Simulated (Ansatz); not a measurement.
# Nickel, diamond under m-r²SCAN: from relaxation to bulk modulus

The plan for nickel in the diamond structure: relax it, solve it on a dense k-mesh, then scale the cell to 7 volumes from 88 to 112 % of the relaxed one and try a fit of the equation of state. The start is ferromagnetic. The k-meshes are 11×11×11 for the relaxation; 18×18×18 for the dense run; 12×12×12 for the volumes.

This is Ni in the diamond structure; at room conditions it is fcc.

Program: Ansatz 0.2.0. Level of theory: DFT m-r2SCAN, plane waves (500 eV) with PAW, scalar-relativistic; the PAW data stem from PBE, with regenerated cores; m-r²SCAN is r²SCAN on the gauge-invariant kinetic-energy density. These are calculated values, not measurements.

## Step 1: The system as given

Symmetry: Fd-3m, No. 227, cubic system. Conventional cell: a = 4.907 Å, b = 4.907 Å, c = 4.907 Å, α = 90.00°, β = 90.00°, γ = 90.00°. Ni (site symmetry -43m) has 4 Ni at 2.12 Å as nearest neighbours.

Coordinates:

```cif
data_structure
_symmetry_space_group_name_H-M 'Fd-3m:1'
_symmetry_Int_Tables_number 227
_cell_length_a 4.9069
_cell_length_b 4.9069
_cell_length_c 4.9069
_cell_angle_alpha 90.000
_cell_angle_beta 90.000
_cell_angle_gamma 90.000
_cell_volume 118.15
loop_
_atom_site_label
_atom_site_type_symbol
_atom_site_symmetry_multiplicity
_atom_site_Wyckoff_symbol
_atom_site_fract_x
_atom_site_fract_y
_atom_site_fract_z
_atom_site_occupancy
Ni1 Ni 8 b 0.75000 0.75000 0.75000 1
```

The atoms start with moments of +0.8 ×2 μB.

## Step 2: Geometry optimisation

File input.yaml:

```yaml
crystal:
  lattice:
    - [0.0, 2.4534603088, 2.4534603088]
    - [2.4534603088, 0.0, 2.4534603088]
    - [2.4534603088, 2.4534603088, 0.0]
  atoms:
    - { symbol: Ni, position: [0.125, 0.125, 0.125], spin: 0.8 }
    - { symbol: Ni, position: [0.875, 0.875, 0.875], spin: 0.8 }
hamiltonian:
  xc: mr2scan
  pseudopotentials:
    kind: paw
    azcp:
      Ni: "pseudopotentials/Ni.paw.azcp"
basis:
  ecutwfc: 500
  fft_grid_basis: typed
kpoints:
  mp_grid: { grid: [11, 11, 11], shift: [0, 0, 0] }
magnetization:
  spin_polarized: true
scf:
  occupations: { method: fermi_dirac, width: 0.05 }
relax:
  max_steps: 60
  f_tol: 0.01
  cell: {}
```

Further steps of the session: The energy on a finer k-mesh; Volume × 0.88; Volume × 0.92; Volume × 0.96; Volume × 1.0; Volume × 1.04; Volume × 1.08; Volume × 1.12.

What does the calculation give? Wanted: space group; conventional cell; volume; shortest distance; gap on the mesh; magnetic state; relative to fcc, ferromagnetic; V₀, B₀, B₀′.

**Answer**, as computed:

| quantity | value |
| --- | --- |
| space group (spins left aside) | Fd-3m (No. 227) |
| conventional cell | a = 5.018 Å |
| volume | 15.796 Å³/atom |
| shortest distance | 2.173 Å |
| gap on the mesh | none (levels filled in part) |
| magnetic state | ferromagnetic, up to 0.81 μB per atom |
| relative to fcc, ferromagnetic | +1285 meV/atom |
| V₀, B₀, B₀′ | 15.780 Å³/atom, 105 GPa, 4.8 |

**Reading.** The relaxation enlarged the cell by 7.0 % in volume. It lies 1285 meV/atom above the element's reference form at the same level (fcc, ferromagnetic, from a run of its own), so it is far from stable. The final state is ferromagnetic (largest moment 0.81 μB). Levels at the Fermi energy are filled in part, as in a metal. The fitted modulus is 105 GPa. The symmetry was held, so the structure may be unstable against distortions that break it.
